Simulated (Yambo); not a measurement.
## Sn: optical spectrum with PBEsol

Sn:

```xyz
2
Lattice="-2.9401 2.9401 1.5993 2.9401 -2.9401 1.5993 2.9401 2.9401 -1.5993" Properties=species:S:1:pos:R:3 pbc="T T T"
Sn    0.0000    0.0000    0.0000
Sn    0.0000    2.9401    0.7997
```

```json
{"Program": "Yambo 5.3.0", "Task": "optical spectrum", "Functional": "PBEsol", "Potentials or basis": "PseudoDojo 0.4.1 SR PBEsol standard", "Cutoff": "980 eV", "Density cutoff": "3918 eV", "k mesh": "8 × 8 × 8", "Occupations": "fermi-dirac, width 0.05 eV", "Spin": "no spin polarisation", "k mesh of the self-consistent run": "10 × 10 × 10", "Direction of the field or of q to 0": "x", "Broadening": "0.05 eV", "Kernel": "none (independent particles)", "Top of the energy range": "15 eV", "Energy points": "300", "Correction of the levels": "none", "Bands in the response": "34"}
```

| Item | Value |
| --- | --- |
| Band gap on the k mesh, mean-field level | none (metal or under the smearing width) |

Dielectric function (along the field direction of the input):
```tsv
energy (eV)	real part	imaginary part
0.25	57.22	1.68
0.75	70.54	89.70
1.25	-54.40	36.28
1.76	-2.91	29.83
2.26	-8.62	16.95
2.76	-7.22	2.04
3.26	0.98	4.99
3.76	-0.23	5.04
4.31	-0.90	4.58
4.82	-1.62	4.17
5.32	-1.21	3.72
5.82	-3.68	2.86
6.32	-2.09	0.85
6.82	-1.93	0.81
7.32	-1.16	0.44
7.88	-0.53	0.79
8.38	-1.13	1.04
8.88	-0.64	0.43
9.38	-0.16	0.29
9.88	-0.33	0.89
10.38	-0.33	0.49
10.89	-0.04	0.19
11.44	0.21	0.31
11.94	0.18	0.43
12.44	0.22	0.23
12.94	0.38	0.15
13.44	0.52	0.14
13.95	0.53	0.21
14.45	0.52	0.15
15.00	0.56	0.08
```

Wall time 97 s on 1 thread of Intel(R) Xeon(R) 6975P-C (Granite Rapids) (shared host).

Caveat: the intraband (Drude) term of the metal is left out; spectra need much finer meshes, so this one isn't converged; independent-particle spectra lack excitons.
